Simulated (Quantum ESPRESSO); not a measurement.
This Quantum ESPRESSO 7.5 run on ScIn needs a look.

File pw.in:

```
&CONTROL
  calculation = 'relax'
  prefix = 'pwscf'
  outdir = './tmp'
  pseudo_dir = './pseudo'
  tprnfor = .true.
  disk_io = 'low'
  nstep = 30
  forc_conv_thr = 0.0004
  etot_conv_thr = 1d-05
/
&SYSTEM
  ibrav = 0
  nat = 2
  ntyp = 2
  ecutwfc = 36
  ecutrho = 216
  nbnd = 19
  input_dft = 'pz'
  occupations = 'smearing'
  smearing = 'mv'
  degauss = 0.00367493
&ELECTRONS
  conv_thr = 4d-10
  electron_maxstep = 60
  mixing_beta = 0.5
/
&IONS
  ion_dynamics = 'bfgs'
/
ATOMIC_SPECIES
Sc    44.9559 Sc.GGA_PBE-JTH.UPF
In   114.8180 In.GGA_PBE-JTH.UPF
CELL_PARAMETERS angstrom
   2.7519685400    0.0973002000    0.0683185800
   0.0973002000    3.1360111100    0.2671292000
   0.0936533900    0.3661896300    4.9223011300
ATOMIC_POSITIONS crystal
Sc     0.9965710000    0.9860388900    0.9924590100
In     0.5034290000    0.5139611100    0.5075409900
K_POINTS automatic
7 6 4 0 0 0
```

Potentials or basis: JTH 2.0 PBE.

Command:

```bash
$ OMP_NUM_THREADS=1 pw.x -in pw.in > pw.out
```

pw.out:

```text
This program is part of the open-source Quantum ESPRESSO suite
     for quantum simulation of materials; please cite
         "P. Giannozzi et al., J. Phys.:Condens. Matter 21 395502 (2009);
         "P. Giannozzi et al., J. Phys.:Condens. Matter 29 465901 (2017);
         "P. Giannozzi et al., J. Chem. Phys. 152 154105 (2020);
     in publications or presentations arising from this work. More details at

 %%%%%%%%%%%%%%%%%%%%%%%%%%%%%%%%%%%%%%%%%%%%%%%%%%%%%%%%%%%%%%%%%%%%%%%%%%%%%%
     Error in routine  read_namelists (1):
      bad line in namelist &system: "&ELECTRONS" (error could be in the previous line)
 %%%%%%%%%%%%%%%%%%%%%%%%%%%%%%%%%%%%%%%%%%%%%%%%%%%%%%%%%%%%%%%%%%%%%%%%%%%%%%

     stopping ...
```

Q: What happened, and what is wrong with the input?

A: The program refused the input. The input holds a flaw that was put in on purpose: missing end of a namelist.
